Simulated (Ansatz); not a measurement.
# C (diamond type): the cost of one run

Program: Ansatz 0.2.0. Level of theory: DFT PBE, with the methods named in each step. These are calculated values, not measurements.

### 1 The system as given

The structure is cubic, space group Fd-3m (No. 227). Conventional cell: a = 3.572 Å, b = 3.572 Å, c = 3.572 Å, α = 90.00°, β = 90.00°, γ = 90.00°. C (site symmetry -43m) is surrounded by 4 C at 1.55 Å.

Structure file:

```
C
1.0
     0.00000    1.78582    1.78582
     1.78582    0.00000    1.78582
     1.78582    1.78582    0.00000
C
2
Cartesian
  -0.4465 -0.4465 -0.4465
  0.4465 0.4465 0.4465
```

Whether this phase is the stable one at these pressures isn't tested.

Atoms are numbered in the order of the input: C1, C2.

### 2 The reference volume, LAPW

input.yaml reads:

```yaml
crystal:
  lattice:
    - [0.0, 1.7858152642, 1.7858152642]
    - [1.7858152642, 0.0, 1.7858152642]
    - [1.7858152642, 1.7858152642, 0.0]
  atoms:
    - { symbol: C, position: [-0.125, -0.125, -0.125] }
    - { symbol: C, position: [0.125, 0.125, 0.125] }
kpoints:
  mp_grid: { grid: [18, 18, 18] }
  band_path:
    path:
      - [0.0, 0.0, 0.0]
      - [0.5, 0.0, 0.5]
      - [0.625, 0.25, 0.625]
      - [0.375, 0.375, 0.75]
      - [0.0, 0.0, 0.0]
      - [0.5, 0.5, 0.5]
      - [0.5, 0.25, 0.75]
      - [0.5, 0.0, 0.5]
    npoints: 14
scf:
  occupations: { method: fermi_dirac, width: 0.1 }
hamiltonian:
  xc: pbe
  pseudopotentials: { kind: all_electron, lapw: { basis_error: 0.001 } }
output:
  forces: true
  stress: true
  eigenvalues: true
  populations: true
  dos: { projected: true, de: 0.2, e_range: [-14, 8] }
```

Started as:

```console
$ ansatz run input.yaml --threads 1 --pin off --max-ram 2048MiB --backend cpu --events-out ev --progress --plain --runs-dir out
```

**Question.** How long does this run take on 1 thread of Intel Xeon Platinum 8488C (Sapphire Rapids), shared host, and how much memory does it need?

About 8.8 s, with a peak of 0.36 GiB.
